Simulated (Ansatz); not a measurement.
# C4N4O4Sn: small, medium and large basis sets

The task here is to estimate one member of a computed series from the others.

Computed with Ansatz 0.2.0, Gaussian basis. Level: one geometry, several basis sets.

The runs, in order: PBE0-D4/def2-SVP; ωB97M-V/def2-SVP; PBE0-D4/def2-QZVPP; ωB97M-V/def2-QZVPP; the functionals' def2-TZVPP values are taken from earlier runs.

## Structure used throughout

The geometry comes from an earlier relaxation with PBE0-D4 in a triple-zeta def2 set; it is a stationary point, not always the lowest conformer. Sn takes the def2 core potential; no spin-orbit term is included.

SMILES `O=C=[N][Sn]([N]=C=O)([N]=C=O)[N]=C=O`, 13 atoms, charge 0, spin multiplicity 1.

Atoms are counted from 1 here; the program's logs count them from 0.

Bond lengths: O1–C2 1.160 Å, C2–N3 1.209 Å, N3–Sn4 1.984 Å, Sn4–N5 1.974 Å, Sn4–N8 1.976 Å, Sn4–N11 1.982 Å, N5–C6 1.208 Å, C6–O7 1.160 Å, N8–C9 1.208 Å, C9–O10 1.160 Å, N11–C12 1.209 Å, C12–O13 1.160 Å. Angles: O1–C2–N3 175.9°, C2–N3–Sn4 134.4°, N3–Sn4–N5 110.4°, N3–Sn4–N8 110.9°, N3–Sn4–N11 108.6°, N5–Sn4–N8 105.8°, N5–Sn4–N11 110.1°, N8–Sn4–N11 110.9°, Sn4–N5–C6 135.1°, N5–C6–O7 175.8°, Sn4–N8–C9 134.7°, N8–C9–O10 175.9°, Sn4–N11–C12 133.6°, N11–C12–O13 175.8°.

Geometry (Å):

```xyz
13

O    -1.8414   -0.8766    3.3618
C    -1.5803   -0.5437    2.2818
N    -1.3927   -0.1939    1.1402
Sn    0.2225    0.1525    0.0415
N     0.8141    2.0232    0.2558
C     0.4186    3.0950   -0.1356
O     0.1033    4.1601   -0.4703
N     1.7375   -0.9641    0.6443
C     2.2429   -1.9906    0.2569
O     2.7818   -2.9703   -0.0519
N    -0.2137   -0.2106   -1.8575
C    -1.1891   -0.6510   -2.4199
O    -2.0830   -1.0648   -3.0320
```

The first run:

in.yaml

```yaml
crystal:
  periodic: [false, false, false]
  atoms:
    - {symbol: O, position_ang: [-1.841352, -0.876553, 3.361765]}
    - {symbol: C, position_ang: [-1.580301, -0.543661, 2.281751]}
    - {symbol: N, position_ang: [-1.392667, -0.193855, 1.140186]}
    - {symbol: Sn, position_ang: [0.222458, 0.152539, 0.041473]}
    - {symbol: N, position_ang: [0.814087, 2.023167, 0.255832]}
    - {symbol: C, position_ang: [0.418606, 3.095045, -0.135642]}
    - {symbol: O, position_ang: [0.103261, 4.160063, -0.470329]}
    - {symbol: N, position_ang: [1.737487, -0.964094, 0.644280]}
    - {symbol: C, position_ang: [2.242922, -1.990643, 0.256945]}
    - {symbol: O, position_ang: [2.781848, -2.970270, -0.051916]}
    - {symbol: N, position_ang: [-0.213719, -0.210594, -1.857496]}
    - {symbol: C, position_ang: [-1.189124, -0.651042, -2.419944]}
    - {symbol: O, position_ang: [-2.083006, -1.064803, -3.032008]}
basis:
  gaussian: {orbitals: def2-SVP}
hamiltonian: {xc: pbe0, dispersion: d4}
output: {orbitals: {seedname: orbitals}}
```

Started as:

```bash
$ ansatz run in.yaml --threads 4 --pin off --events-out ev --progress --plain --max-ram 46080MiB --backend cpu
```

Among the steps run: PBE0-D4 in def2-SVP; ωB97M-V in def2-SVP; PBE0-D4 in def2-QZVPP; ωB97M-V in def2-QZVPP.

One of the session's tables, all rows but one given; the rest of the session is left out.

It belongs to the step «Functionals by basis». 

```
functional       basis  HOMO (eV)  LUMO (eV)
   PBE0-D4    def2-SVP          ?          ?
   PBE0-D4  def2-TZVPP      -9.33      -2.42
   PBE0-D4  def2-QZVPP      -9.35      -2.45
   ωB97M-V    def2-SVP     -11.42       0.01
   ωB97M-V  def2-TZVPP     -11.56      -0.23
   ωB97M-V  def2-QZVPP     -11.59      -0.32
```

**Question.** Estimate the row for PBE0-D4, def2-SVP.

The run gave: HOMO (eV): -9.23; LUMO (eV): -2.27. In the column «HOMO (eV)» it is the highest.
